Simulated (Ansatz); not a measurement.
# C2H8AlBSi: the cost of one run

All numbers are computed with the Python package of Ansatz 0.2.0. The levels of theory stand in the script.

### Step 1. Starting point

Bond lengths: Al1–Si2 2.303 Å, Si2–C3 1.824 Å, C3–B4 1.657 Å, Si2–C5 1.851 Å, B4–C5 1.668 Å, Al1–H6 1.646 Å, Al1–H7 1.599 Å, Si2–H8 1.470 Å, C3–H9 1.093 Å, C3–H10 1.160 Å, B4–H11 1.106 Å, C5–H12 1.114 Å, C5–H13 1.136 Å. Angles (14 of 24 angles, heavy atoms first): Al1–Si2–C3 112.9°, Al1–Si2–C5 112.6°, C3–Si2–C5 76.2°, Si2–C3–B4 99.5°, C3–B4–C5 86.1°, Si2–C5–B4 98.0°, Al1–Si2–H8 121.9°, C3–Si2–H8 112.3°, C5–Si2–H8 112.1°, Si2–Al1–H6 120.9°, Si2–Al1–H7 121.2°, Si2–C3–H9 114.5°, Si2–C3–H10 110.5°, B4–C3–H9 115.1°.

The script holds or builds the structure itself.

### Step 2. The code

The input, c2h8albsi_disp.py:

```python
# -*- coding: utf-8 -*-
import ansatz as az
from ase import Atoms

atoms = Atoms(["Al", "Si", "C", "B", "C", "H", "H", "H", "H", "H", "H", "H", "H"], positions=[
    (-2.428, -0.22, 0.4128),
    (-0.1696, -0.4969, 0.7684),
    (0.7926, 1.0151, 0.4302),
    (1.6258, 0.5153, -0.912),
    (0.7521, -0.9002, -0.7857),
    (-3.3543, 0.6278, 1.4767),
    (-3.1063, -0.6477, -0.971),
    (0.3488, -1.2396, 1.926),
    (0.1877, 1.9148, 0.2911),
    (1.5652, 1.2031, 1.275),
    (2.3222, 0.958, -1.6485),
    (1.4658, -1.7364, -0.6046),
    (0.0182, -1.0278, -1.6435),
])
system = az.Crystal.molecule_from_ase(atoms)

model = system.calculation().basis(gaussian="def2-SVP")
for name in ["revpbe", "blyp"]:
    for correction in ("d3bj", "d4"):
        r = model.functional(name, dispersion=correction).run(threads=1).report
        print(f"{name:8s} {correction:5s} total {r['free_energy_ev']:.5f} eV, of which dispersion {1000 * r['dispersion']['energy']['ev']:.2f} meV")
```

### Step 3. What the engine is handed

The package turns the script's settings into the engine's input (first run):

```yaml
crystal:
  periodic: [false, false, false]
  atoms:
    - { symbol: Al, position_ang: [-2.428, -0.22, 0.4128] }
    - { symbol: Si, position_ang: [-0.1696, -0.4969, 0.7684] }
    - { symbol: C, position_ang: [0.7926, 1.0151, 0.4302] }
    - { symbol: B, position_ang: [1.6258, 0.5153, -0.912] }
    - { symbol: C, position_ang: [0.7521, -0.9002, -0.7857] }
    - { symbol: H, position_ang: [-3.3543, 0.6278, 1.4767] }
    - { symbol: H, position_ang: [-3.1063, -0.6477, -0.971] }
    - { symbol: H, position_ang: [0.3488, -1.2396, 1.926] }
    - { symbol: H, position_ang: [0.1877, 1.9148, 0.2911] }
    - { symbol: H, position_ang: [1.5652, 1.2031, 1.275] }
    - { symbol: H, position_ang: [2.3222, 0.958, -1.6485] }
    - { symbol: H, position_ang: [1.4658, -1.7364, -0.6046] }
    - { symbol: H, position_ang: [0.0182, -1.0278, -1.6435] }
basis:
  gaussian:
    orbitals: def2-SVP
hamiltonian:
  xc: revpbe
  dispersion: d3bj
```

### Step 4. Running it

Run with:

```bash
> python c2h8albsi_disp.py
```

Q: Estimate wall time and peak memory on 1 thread of Arm Neoverse V1, shared host.

About 16 s, with a peak of 0.23 GiB.
